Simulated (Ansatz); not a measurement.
# CrO2: a relaxation

Aim: a sound relaxation of CrO2. The structure is shown as the input types it.

Method: DFT, LDA, PAW with Ansatz's default frozen-core files, scalar-relativistic; relaxation of atoms, in Ansatz 0.2.0.

2 further runs of the same task are left out: 2 that didn't finish.

### 1 The structure to begin with

The structure is tetragonal, space group P4_2/mnm (No. 136). Conventional cell: a = 4.332 Å, b = 4.332 Å, c = 2.841 Å, α = 90.00°, β = 90.00°, γ = 90.00°. Cr (site symmetry mmm) is surrounded by 6 O at 1.86 Å. O (site symmetry m2m) has 3 Cr at 1.86 Å as nearest neighbours.

Structure file:

```cif
data_structure
_symmetry_space_group_name_H-M 'P4_2/mnm'
_symmetry_Int_Tables_number 136
_cell_length_a 4.3318
_cell_length_b 4.3318
_cell_length_c 2.8406
_cell_angle_alpha 90.000
_cell_angle_beta 90.000
_cell_angle_gamma 90.000
_cell_volume 53.30
loop_
_atom_site_label
_atom_site_type_symbol
_atom_site_symmetry_multiplicity
_atom_site_Wyckoff_symbol
_atom_site_fract_x
_atom_site_fract_y
_atom_site_fract_z
_atom_site_occupancy
Cr1 Cr 2 a 0.00000 0.00000 0.00000 1
O1 O 4 f 0.30304 0.30304 0.00000 1
```

### 2 Input and run

The input, input.yaml:

```yaml
crystal:
  lattice:
    - [4.33181154224, 0.0, 0.0]
    - [0.0, 4.33181154224, 0.0]
    - [0.0, 0.0, 2.84057994777]
  atoms:
    - { symbol: Cr, position: [0.0, 0.0, 0.0], spin: 1.6 }
    - { symbol: Cr, position: [0.5, 0.5, 0.5], spin: 1.6 }
    - { symbol: O, position: [0.303040344919, 0.303040344919, 0.0] }
    - { symbol: O, position: [0.196959655081, 0.803040344919, 0.5] }
    - { symbol: O, position: [0.696959655081, 0.696959655081, 0.0] }
    - { symbol: O, position: [0.803040344919, 0.196959655081, 0.5] }
magnetization:
  spin_polarized: true
kpoints:
  mp_grid: { grid: [6, 6, 8] }
scf:
  occupations: { method: fermi_dirac, width: 0.05 }
  max_iter: 50
hamiltonian:
  xc: lda
  pseudopotentials: { kind: paw }
relax:
  f_tol: 0.002
  max_steps: 80
  max_displacement: 2.0
output:
  forces: true
  stress: true
```

The run is started by

```
> ansatz run input.yaml --threads 2 --pin off --max-ram 10240MiB --backend cpu --events-out ev --progress --plain --runs-dir out
```

Q: Will this input give a usable result? If not, why, and what should change?

The program finished normally, with warnings (stress scf threshold loose). Its log warns: «output.stress: scf.convergence.dr2_threshold = 4e-9 eV (the default of a walk held to its f_tol) is looser than the 6e-10 eV advised for a printed stress (1e-10 eV for ea ...»

The suspect setting: relax.max_displacement is 2.0. The risk: steps too long. The run converged, but that does not make its result sound.

The test: delete relax.max_displacement (the default then holds).
